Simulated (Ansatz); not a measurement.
# Ba: an axial (c/a) deformation path

One table from this session's results is given with a row withheld; the runs are named, their logs left out.

Computed with Ansatz 0.2.0 (DFT LDA, scalar-relativistic, plane waves, PAW, unless a step's input says otherwise).

1 further run of the same task is left out (set aside as unsound or not needed).

## The system as given

It takes space group P6/mmm (No. 191, hexagonal). Conventional cell: a = 6.996 Å, b = 6.996 Å, c = 3.909 Å, α = 90.00°, β = 90.00°, γ = 120.00°. Ba (site symmetry -6m2) is surrounded by 5 Ba at 3.91 to 4.04 Å.

As a file:

```cif
data_structure
_symmetry_space_group_name_H-M 'P 1'
_symmetry_Int_Tables_number 1
_cell_length_a 6.9961
_cell_length_b 6.9961
_cell_length_c 3.9094
_cell_angle_alpha 90.000
_cell_angle_beta 90.000
_cell_angle_gamma 120.000
_cell_volume 165.71
loop_
_atom_site_label
_atom_site_type_symbol
_atom_site_fract_x
_atom_site_fract_y
_atom_site_fract_z
_atom_site_occupancy
Ba1 Ba 0.33333 0.66667 0.50000 1
Ba2 Ba 0.66667 0.33333 0.50000 1
```

The structure comes from the Materials Project (structure only).

The first run:

Contents of input.yaml:

```yaml
crystal:
  lattice:
    - [6.9960670735, 0.0, 0.0]
    - [-3.4980335368, 6.0587718122, 0.0]
    - [0.0, 0.0, 3.90939355]
  atoms:
    - { symbol: Ba, position: [0.33333333, 0.66666667, 0.5] }
    - { symbol: Ba, position: [0.66666667, 0.33333333, 0.5] }
basis:
  ecutwfc: 420
kpoints:
  mp_grid: { grid: [3, 3, 6] }
hamiltonian:
  xc: lda
scf:
  occupations: { method: gaussian, width: 0.1 }
output:
  forces: true
  stress: true
  eigenvalues: true
```

Started as:

```console
ansatz run input.yaml --threads 1 --pin off --max-ram 1228MiB --backend cpu --events-out ev --progress --plain --runs-dir out
```

Among the steps run: Quick check of gap, pressure and forces; The reference: the undisturbed cell on the scan's mesh; At ρ = 0.850; At ρ = 1.200; ρ = 0.920; ρ = 1.100; Point ρ = 0.960.

One table of the session follows, with a row left open; its other results are not shown here.

Collected from the runs (energy zero: the undisturbed cell):

```
    ρ  ΔE (meV/atom)  pressure (GPa)
0.850           66.4            -0.2
0.920            9.2            -0.4
0.960           -1.4            -0.5
1.000            0.0            -0.6
1.100              ?               ?
1.200          119.6            -0.6
```

**Question.** Estimate the row for ρ = 1.100.

Worked estimate for «ΔE (meV/atom)». A straight line through the neighbours (1.000, 0.0) and (1.200, 119.6) gives 0.0 + (119.6 − 0.0) × (1.100 − 1.000) / (1.200 − 1.000) = 59.8; a parabola fitted to 3 rows on both sides gives 36.3.

The run gave: ΔE (meV/atom): 42.4; pressure (GPa): -0.6. In «ΔE (meV/atom)» the line misses by +17.4 and the parabola by -6.1.
